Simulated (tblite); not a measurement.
# C6H10FGeN: the cost of one run

Computed with tblite 0.8.0 and PySCF 2.14.0, with density-fitted response routines of our own, on a single molecule in the gas phase. Atoms count from 0, in the outputs and in this text.

## (1) The starting structure

19 atoms, charge 0, multiplicity 1; geometry from: force field or distance geometry start.

Bonds of the start (Å): N0–C1 1.15, C1–C2 1.45, C2–F3 1.41, C2–C4 1.50, C4–C5 1.51, C5–Ge6 1.97, Ge6–C7 1.96, C7–C8 1.52, C8–C2 1.50, C4–H9 1.11, C4–H10 1.14, C5–H11 1.11, C5–H12 1.11, Ge6–H13 1.54, Ge6–H14 1.55, C7–H15 1.10, C7–H16 1.11, C8–H17 1.11, C8–H18 1.13.

## (2) Geometry optimisation with GFN2-xTB

What the job is given:

```
{"job": {"kind": "relax", "xc": "GFN2-xTB", "basis": "xTB"}, "charge": 0, "multiplicity": 1}
N     -2.218800     0.647500     1.933800
C     -1.794900     0.460600     0.881300
C     -1.211400     0.198500    -0.415000
F     -2.221200     0.303900    -1.397800
C     -0.715000    -1.211000    -0.504700
C      0.261000    -1.580600     0.591600
Ge     1.757900    -0.326500     0.325300
C      0.894700     1.432300     0.270400
C     -0.213900     1.261100    -0.754800
H     -1.540800    -1.956800    -0.507000
H     -0.104000    -1.269100    -1.459800
H     -0.246400    -1.348900     1.551100
H      0.588800    -2.636800     0.528700
H      2.819800    -0.429900     1.432500
H      2.313300    -0.662000    -1.078900
H      1.595400     2.217700    -0.040700
H      0.421600     1.676400     1.244800
H      0.292200     0.961000    -1.699000
H     -0.688000     2.271800    -0.909100
```

Started as:

```sh
$ OMP_NUM_THREADS=1 python probes_run.py task.json out
```

This one command runs all jobs of the session in turn.

**Question.** How long does this first job take on 1 thread of Intel Xeon at 2.50GHz, shared host, and how much memory does it need?

About 1.6 s, with a peak of 0.18 GiB.
